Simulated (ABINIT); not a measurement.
Runs of ABINIT 10.8.3 (patched build) on GaGe. The structure is cubic, space group F-43m (No. 216). Conventional cell: a = 5.796 Å, b = 5.796 Å, c = 5.796 Å, α = 90.00°, β = 90.00°, γ = 90.00°. Ge (site symmetry -43m) is surrounded by 4 Ga at 2.51 Å. Around Ga (site symmetry -43m) lie 4 Ge at 2.51 Å. The cell comes from a database or a generator and needn't be the stable form of this composition.

| task | level | potentials or basis | cell | k mesh | cutoff (eV) | cell freedom (optcell) | optimiser (ionmov) | cutoff smearing ecutsm (Ha) | force stop (Ha/bohr) | bands in the sums | gap on the mesh (eV) | pressure (GPa) |
| --- | --- | --- | --- | --- | --- | --- | --- | --- | --- | --- | --- | --- |
| relaxation of cell and atoms | LDA | PseudoDojo NC SR LDA v0.4.1 standard | relaxed | 6 × 6 × 6 | 1088 | 2 | 2 | 0.5 | 2e-05 | - | none | 0.0 |
| single point | PBEsol | PseudoDojo NC SR PBEsol v0.4.1 standard | as given | 6 × 6 × 6 | 1088 | - | - | - | - | - | none | -2.5 |
| single point | LDA | PseudoDojo NC SR LDA v0.4.1 standard | as given | 6 × 6 × 6 | 1088 | - | - | - | - | - | none | -4.3 |
| optical spectrum | LDA | PseudoDojo NC SR LDA v0.4.1 standard | as given | 6 × 6 × 6, with 4 shifts | 1088 | - | - | - | - | 20 | - | -4.3 |
| optical spectrum | PBEsol | PseudoDojo NC SR PBEsol v0.4.1 standard | as given | 6 × 6 × 6, with 4 shifts | 1088 | - | - | - | - | 26 | - | -2.5 |
| single point | RPBE | Ansatz NC PBE | as given | 6 × 6 × 6 | 1088 | - | - | - | - | - | none | 2.2 |
| single point | revPBE | SG15 NC PBE v1.2 | as given | 6 × 6 × 6 | 1687 | - | - | - | - | - | none | (a) |

Alike in all rows: no spin polarisation; smearing fermi-dirac 0.05 eV.

Q: Estimate the missing entries.

A: (a) 1.9.

Caveats: the intraband (Drude) term is left out (some runs); spectra need much finer meshes, so this one isn't converged (some runs); the potentials were made for another functional, which shifts forces and pressure (some runs).

A k mesh can miss the band edges, and the runs leave out spin-orbit coupling on Ga, Ge.

A gap of «none» marks a metal or a gap under the smearing width.

Not every run made on this cell is shown here.
